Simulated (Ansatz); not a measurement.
# ClF5W: the cost of one run

Program: Ansatz 0.2.0, Gaussian basis. Level of theory: the settings change from run to run. These are calculated values, not measurements.

## 1. The geometry

The geometry comes from an earlier relaxation with PBE0-D4 in a triple-zeta def2 set; it is a stationary point, not always the lowest conformer. W takes a core potential in def2 sets; no spin-orbit term is included.

7 atoms, charge 0, spin multiplicity 1.

Atoms are counted from 1 here; the program's logs count them from 0.

Bond lengths: F1–W2 1.836 Å, W2–F3 1.836 Å, W2–F4 1.843 Å, W2–F5 1.836 Å, W2–F6 1.836 Å, W2–Cl7 2.261 Å. Angles: F1–W2–F3 90.0°, F1–W2–F4 88.6°, F1–W2–F5 90.0°, F1–W2–F6 177.3°, F1–W2–Cl7 91.3°, F3–W2–F4 88.7°, F3–W2–F5 177.3°, F3–W2–F6 90.0°, F3–W2–Cl7 91.3°, F4–W2–F5 88.7°, F4–W2–F6 88.7°, F4–W2–Cl7 180.0°, F5–W2–F6 90.0°, F5–W2–Cl7 91.3°, F6–W2–Cl7 91.4°.

## 2. wB97M-V/def2-TZVP

Options: multiplicity 3, atoms shaken by 0.15 Å, a grid of angular degree 23, relativity set to scalar.

Input file in.yaml:

```yaml
crystal:
  periodic: [false, false, false]
  atoms:
    - {symbol: F, position_ang: [-0.983881, 0.638216, -1.034170]}
    - {symbol: W, position_ang: [0.128602, -0.209766, 0.322611]}
    - {symbol: F, position_ang: [0.640370, -1.226741, -1.250970]}
    - {symbol: F, position_ang: [1.250832, 1.341960, -0.346181]}
    - {symbol: F, position_ang: [-0.622559, 1.034945, 1.288714]}
    - {symbol: F, position_ang: [0.977217, -0.643176, 1.260723]}
    - {symbol: Cl, position_ang: [-1.726032, -1.443268, 0.601402]}
basis:
  gaussian: {orbitals: def2-TZVP, final_grid: {core_spheres: 8, valence_spheres: 7, degree: 23}}
magnetization: {spin_polarized: true, initial_magnetization: 2}
hamiltonian: {xc: {name: wB97M-V}, pseudopotentials: {relativity: scalar}}
output: {forces: true}
```

Command:

```bash
$ ansatz run in.yaml --threads 4 --pin off --events-out ev --progress --plain --max-ram 11315MiB
```

**Question.** How long does this run take on 4 threads of AMD EPYC 9R45, shared host, and how much memory does it need?

About 20 s, with a peak of 1.6 GiB.
